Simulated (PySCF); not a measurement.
# CH5BFNO (SMILES COB(N)F): levels of theory compared

Aim: a comparison of 6 runs (HF/STO-3G, HF/3-21G, HF/def2-SVP, B3LYP/6-31G*, B3LYP/6-311+G**, TPSS/aug-cc-pVDZ) of CH5BFNO. 

Program for the calculation: PySCF 2.14.0.

**1. Starting point**

CH5BFNO has 10 atoms, charge 0, and is taken as a singlet. As SMILES, `COB(N)F`. The coordinates come from a PBE0-D4/def2-TZVP relaxation. This is one conformer, not always the lowest.

Bond lengths: C1–O2 1.405 Å, O2–B3 1.359 Å, B3–N4 1.405 Å, B3–F5 1.338 Å, C1–H6 1.096 Å, C1–H7 1.096 Å, C1–H8 1.090 Å, N4–H9 1.003 Å, N4–H10 1.004 Å. Some angles: C1–O2–B3 120.8°, O2–B3–N4 125.0°, O2–B3–F5 116.2°, N4–B3–F5 118.8°, O2–C1–H6 111.5°, O2–C1–H7 111.5°, O2–C1–H8 108.0°, B3–N4–H9 124.2°, B3–N4–H10 121.4°, H6–C1–H7 109.0°.

**2. Energy and forces at HF/STO-3G (run 1)**

run.py reads:

```python
# COB(N)F
import pyscf.grad
from pyscf import gto, scf

molecule = gto.M(
    atom='''
C     -2.519950     0.496998    -0.902911
O     -0.173477     0.210327    -2.113659
B      1.956056    -0.267963    -0.759859
N      2.058101    -0.520242     1.880466
F      4.093903    -0.509092    -2.088525
H     -2.503509     2.092683     0.417252
H     -3.060034    -1.219440     0.122643
H     -3.940835     0.864172    -2.348174
H      0.554068    -0.368308     3.022428
H      3.692336    -0.875321     2.775630
''',
    max_memory=1860,
    verbose=4,
    unit='bohr',
    basis='sto-3g',
)

mf = scf.RHF(molecule)
mf.conv_tol = 1e-10
mf.kernel()
if not mf.converged:
    mf = mf.newton().run(mf.mo_coeff, mf.mo_occ)

energy = mf.e_tot
print('E(%s) = %.9f' % ('HF', energy))
grad = mf.Gradients().kernel()
dip = mf.dip_moment()
pop, q = mf.mulliken_pop()
```

Started as:

```bash
$ OMP_NUM_THREADS=1 python run.py
```

Standard output:

```text
PySCF version 2.14.0

[... 64 lines left out ...]
converged SCF energy = -290.45915289092
[... 12 lines left out ...]
Dipole moment(X, Y, Z, Debye): -1.18328, -0.01261,  2.37941
[... 2 lines left out ...]
pop of  0 C 2s            1.17503
pop of  0 C 2px           0.86431
pop of  0 C 2py           1.02540
pop of  0 C 2pz           0.99162
pop of  1 O 1s            1.99712
pop of  1 O 2s            1.77872
pop of  1 O 2px           1.15251
pop of  1 O 2py           1.78273
pop of  1 O 2pz           1.63553
pop of  2 B 1s            1.99110
pop of  2 B 2s            0.71762
pop of  2 B 2px           0.56075
pop of  2 B 2py           0.51359
pop of  2 B 2pz           0.61130
pop of  3 N 1s            1.99461
pop of  3 N 2s            1.46437
pop of  3 N 2px           1.10297
pop of  3 N 2py           1.78051
pop of  3 N 2pz           1.19600
pop of  4 F 1s            1.99870
pop of  4 F 2s            1.93032
pop of  4 F 2px           1.62514
pop of  4 F 2py           1.85726
pop of  4 F 2pz           1.81779
pop of  5 H 1s            0.94189
pop of  6 H 1s            0.94189
pop of  7 H 1s            0.92695
pop of  8 H 1s            0.81880
pop of  9 H 1s            0.81316
 ** Mulliken atomic charges  **
charge of    0C =     -0.04864
charge of    1O =     -0.34662
charge of    2B =      0.60564
charge of    3N =     -0.53847
charge of    4F =     -0.22922
charge of    5H =      0.05811
charge of    6H =      0.05811
charge of    7H =      0.07305
charge of    8H =      0.18120
charge of    9H =      0.18684
```

Wall time 1.2 s (1 thread of Arm Neoverse V2, shared host); peak memory 0.12 GiB.

**3. Energy and gradient at HF/3-21G (run 2)**

calc.py reads:

```python
import pyscf.grad
from pyscf import gto

molecule = gto.Mole()
molecule.atom = '''
C     -2.519950     0.496998    -0.902911
O     -0.173477     0.210327    -2.113659
B      1.956056    -0.267963    -0.759859
N      2.058101    -0.520242     1.880466
F      4.093903    -0.509092    -2.088525
H     -2.503509     2.092683     0.417252
H     -3.060034    -1.219440     0.122643
H     -3.940835     0.864172    -2.348174
H      0.554068    -0.368308     3.022428
H      3.692336    -0.875321     2.775630
'''
molecule.max_memory = 1860
molecule.unit = 'bohr'
molecule.basis = '3-21g'
molecule.verbose = 4
molecule.charge = 0
molecule.build()

mf = molecule.RHF()
mf.conv_tol = 1e-10
mf.kernel()
if not mf.converged:
    mf = mf.newton().run(mf.mo_coeff, mf.mo_occ)

e_final = mf.e_tot
print('E(%s) = %.9f' % ('HF', e_final))
grad = mf.Gradients().kernel()
dip = mf.dip_moment()
pop, q = mf.mulliken_pop()
```

Started as:

```bash
$ OMP_NUM_THREADS=1 python calc.py
```

Standard output:

```text
PySCF version 2.14.0

[... 64 lines left out ...]
converged SCF energy = -292.774670163427
[... 12 lines left out ...]
Dipole moment(X, Y, Z, Debye): -2.18554,  0.04172,  3.66146
[... 27 lines left out ...]
pop of  2 B 3pz           0.06690
pop of  3 N 1s            1.98701
pop of  3 N 2s            0.35598
pop of  3 N 3s            1.29661
pop of  3 N 2px           0.55910
pop of  3 N 2py           0.71528
pop of  3 N 2pz           0.60320
pop of  3 N 3px           0.69696
pop of  3 N 3py           1.07597
pop of  3 N 3pz           0.71162
pop of  4 F 1s            1.98500
pop of  4 F 2s            0.44252
pop of  4 F 3s            1.52859
pop of  4 F 2px           0.78357
pop of  4 F 2py           0.85257
pop of  4 F 2pz           0.83897
pop of  4 F 3px           0.95384
pop of  4 F 3py           1.03582
pop of  4 F 3pz           0.99609
pop of  5 H 1s            0.48146
pop of  5 H 2s            0.33867
pop of  6 H 1s            0.48144
pop of  6 H 2s            0.33868
pop of  7 H 1s            0.48008
pop of  7 H 2s            0.29466
pop of  8 H 1s            0.44470
pop of  8 H 2s            0.22389
pop of  9 H 1s            0.43969
pop of  9 H 2s            0.21700
 ** Mulliken atomic charges  **
charge of    0C =     -0.25600
charge of    1O =     -0.72078
charge of    2B =      1.13574
charge of    3N =     -1.00173
charge of    4F =     -0.41696
charge of    5H =      0.17988
charge of    6H =      0.17988
charge of    7H =      0.22525
charge of    8H =      0.33141
charge of    9H =      0.34331
```

Run time: 1.3 s. Hardware: 1 thread of Arm Neoverse V2, shared host; peak memory 0.12 GiB.

**4. Energy and gradient at HF/def2-SVP (run 3)**

run.py reads:

```python
from pyscf import gto

system = gto.M(
    atom='''
C     -2.519950     0.496998    -0.902911
O     -0.173477     0.210327    -2.113659
B      1.956056    -0.267963    -0.759859
N      2.058101    -0.520242     1.880466
F      4.093903    -0.509092    -2.088525
H     -2.503509     2.092683     0.417252
H     -3.060034    -1.219440     0.122643
H     -3.940835     0.864172    -2.348174
H      0.554068    -0.368308     3.022428
H      3.692336    -0.875321     2.775630
''',
    unit='bohr',
    basis='def2-svp',
    max_memory=1860,
    verbose=4,
)

myscf = system.RHF()
myscf.conv_tol = 1e-10
myscf.kernel()
if not myscf.converged:
    myscf = myscf.newton().run(myscf.mo_coeff, myscf.mo_occ)

e_tot = myscf.e_tot
print('E(%s) = %.9f' % ('HF', e_tot))
grad = myscf.nuc_grad_method().kernel()
myscf.analyze()
```

Started as:

```bash
$ OMP_NUM_THREADS=1 python run.py
```

Standard output:

```text
PySCF version 2.14.0

[... 81 lines left out ...]
Nuclear Repulsion Energy =             174.458248780168248
[... 10 lines left out ...]
MO #5   energy= -7.67202338336185  occ= 2
[... 8 lines left out ...]
MO #14  energy= -0.649696107224143 occ= 2
[... 8 lines left out ...]
MO #23  energy= 0.224045693865633  occ= 0
[... 8 lines left out ...]
MO #32  energy= 0.600817265665435  occ= 0
[... 8 lines left out ...]
MO #41  energy= 0.899158146219023  occ= 0
[... 8 lines left out ...]
MO #50  energy= 1.32170835969567   occ= 0
[... 8 lines left out ...]
MO #59  energy= 1.72598420913732   occ= 0
[... 8 lines left out ...]
MO #68  energy= 2.13808930915443   occ= 0
[... 8 lines left out ...]
MO #77  energy= 2.71300589059888   occ= 0
[... 8 lines left out ...]
MO #86  energy= 3.42424043399225   occ= 0
[... 8 lines left out ...]
MO #95  energy= 4.28288510180196   occ= 0
[... 69 lines left out ...]
pop of  4 F 3dz^2         0.00057
pop of  4 F 3dxz          0.00270
pop of  4 F 3dx2-y2       0.00170
pop of  5 H 1s            0.91886
pop of  5 H 2s            0.00860
pop of  5 H 2px           0.00012
pop of  5 H 2py           0.00135
pop of  5 H 2pz           0.00075
pop of  6 H 1s            0.91886
pop of  6 H 2s            0.00860
pop of  6 H 2px           0.00029
pop of  6 H 2py           0.00148
pop of  6 H 2pz           0.00045
pop of  7 H 1s            0.88939
pop of  7 H 2s            0.01026
pop of  7 H 2px           0.00095
pop of  7 H 2py           0.00010
pop of  7 H 2pz           0.00108
pop of  8 H 1s            0.76596
pop of  8 H 2s            0.01063
pop of  8 H 2px           0.00121
pop of  8 H 2py           0.00148
pop of  8 H 2pz           0.00088
pop of  9 H 1s            0.75679
pop of  9 H 2s            0.01171
pop of  9 H 2px           0.00152
pop of  9 H 2py           0.00137
pop of  9 H 2pz           0.00045
 ** Mulliken atomic charges  **
charge of    0C =      0.01396
charge of    1O =     -0.47649
charge of    2B =      0.65764
charge of    3N =     -0.51475
charge of    4F =     -0.36721
charge of    5H =      0.07032
charge of    6H =      0.07031
charge of    7H =      0.09822
charge of    8H =      0.21984
charge of    9H =      0.22815
Dipole moment(X, Y, Z, Debye): -2.00868,  0.04591,  3.27989
```

It took 5.4 s on 1 thread of Arm Neoverse V2, shared host; peak memory 0.2 GiB.

Runs 4 to 5 aren't shown in full; the table further down has their settings and results.

**5. Energy and forces at TPSS/aug-cc-pVDZ (run 6)**

calc.py reads:

```python
import pyscf.grad
from pyscf import gto, dft

molecule = gto.M(
    atom=[
    ('C', (-1.333500, 0.263000, -0.477800)),
    ('O', (-0.091800, 0.111300, -1.118500)),
    ('B', (1.035100, -0.141800, -0.402100)),
    ('N', (1.089100, -0.275300, 0.995100)),
    ('F', (2.166400, -0.269400, -1.105200)),
    ('H', (-1.324800, 1.107400, 0.220800)),
    ('H', (-1.619300, -0.645300, 0.064900)),
    ('H', (-2.085400, 0.457300, -1.242600)),
    ('H', (0.293200, -0.194900, 1.599400)),
    ('H', (1.953900, -0.463200, 1.468800)),
],
    max_memory=1860,
    verbose=3,
    charge=0,
    basis='aug-cc-pvdz',
)

calc0 = dft.RKS(molecule)
calc0.xc = 'tpss'
calc0.conv_tol = 1e-10
calc0.grids.level = 5
calc0.kernel()
if not calc0.converged:
    calc0 = calc0.newton().run(calc0.mo_coeff, calc0.mo_occ)

e_final = calc0.e_tot
print('E = %.10f Eh' % e_final)
grad = calc0.Gradients().kernel()
dip = calc0.dip_moment()
pop, q = calc0.mulliken_pop()
```

Started as:

```bash
$ OMP_NUM_THREADS=1 python calc.py
```

Standard output:

```text
converged SCF energy = -296.002680376439
[... 9 lines left out ...]
Dipole moment(X, Y, Z, Debye): -1.72453,  0.04498,  2.75269
[... 132 lines left out ...]
pop of  6 H 3py          -0.02825
pop of  6 H 3pz          -0.02036
pop of  7 H 1s            0.79376
pop of  7 H 2s            0.60964
pop of  7 H 3s            0.02844
pop of  7 H 2px           0.00830
pop of  7 H 2py           0.00651
pop of  7 H 2pz           0.01017
pop of  7 H 3px          -0.00593
pop of  7 H 3py          -0.01411
pop of  7 H 3pz          -0.01560
pop of  8 H 1s            0.78248
pop of  8 H 2s            0.23609
pop of  8 H 3s           -0.00416
pop of  8 H 2px           0.02003
pop of  8 H 2py           0.01539
pop of  8 H 2pz           0.01610
pop of  8 H 3px          -0.03270
pop of  8 H 3py           0.01256
pop of  8 H 3pz          -0.02039
pop of  9 H 1s            0.78286
pop of  9 H 2s            0.27615
pop of  9 H 3s            0.00835
pop of  9 H 2px           0.02318
pop of  9 H 2py           0.01594
pop of  9 H 2pz           0.01314
pop of  9 H 3px          -0.03183
pop of  9 H 3py           0.01372
pop of  9 H 3pz          -0.01643
 ** Mulliken atomic charges  **
charge of    0C =      1.08526
charge of    1O =     -0.36514
charge of    2B =      0.77144
charge of    3N =     -0.05246
charge of    4F =     -0.49241
charge of    5H =     -0.20760
charge of    6H =     -0.20743
charge of    7H =     -0.42119
charge of    8H =     -0.02539
charge of    9H =     -0.08508
```

It took 2.7 min on 1 thread of Arm Neoverse V2, shared host; peak memory 2 GiB.

**6. All runs side by side**

| run | level | Cartesian functions | integration grid | energy (Eh) | dipole moment (D) | HOMO energy (eV) | LUMO energy (eV) | wall time |
| --- | --- | --- | --- | --- | --- | --- | --- | --- |
| 1 | HF/STO-3G | no | – | -290.459153 | 2.66 | -9.04 | 10.84 | 1.2 s |
| 2 | HF/3-21G | no | – | -292.774670 | 4.26 | -11.48 | 6.64 | 1.3 s |
| 3 | HF/def2-SVP | no | – | -294.146347 | 3.85 | -11.67 | 4.42 | 5.4 s |
| 4 | B3LYP/6-31G* (Cartesian functions) | yes | 5 | -295.926675 | 3.35 | -7.27 | 1.95 | 28 s |
| 5 | B3LYP/6-311+G** | no | 5 | -296.033576 | 3.58 | -7.83 | -0.40 | 63 s |
| 6 | TPSS/aug-cc-pVDZ | no | 5 | -296.002680 | 3.25 | -6.58 | -0.69 | 2.7 min |

**7. Results**

| quantity | value |
| --- | --- |
| run 6: total energy | -296.00268 Eh |
| run 6: dipole moment | 3.25 D |
| run 6: HOMO energy | -6.58 eV |
| run 6: LUMO energy | -0.69 eV |
| run 6: HOMO–LUMO gap | 5.88 eV |
| run 6: largest force on an atom | 1.181 eV/Å |

What this shows: The dipole moment (its size) runs from 2.66 D (HF/STO-3G) to 4.26 D (HF/3-21G). The HOMO–LUMO gap runs from 5.88 eV (TPSS/aug-cc-pVDZ) to 19.88 eV (HF/STO-3G). The two ends differ in method and basis. Totals of different functionals can't be ranked against each other. In run 1 the basis is minimal, so the values are rough. All runs together took 4.3 min, the longest 2.7 min.
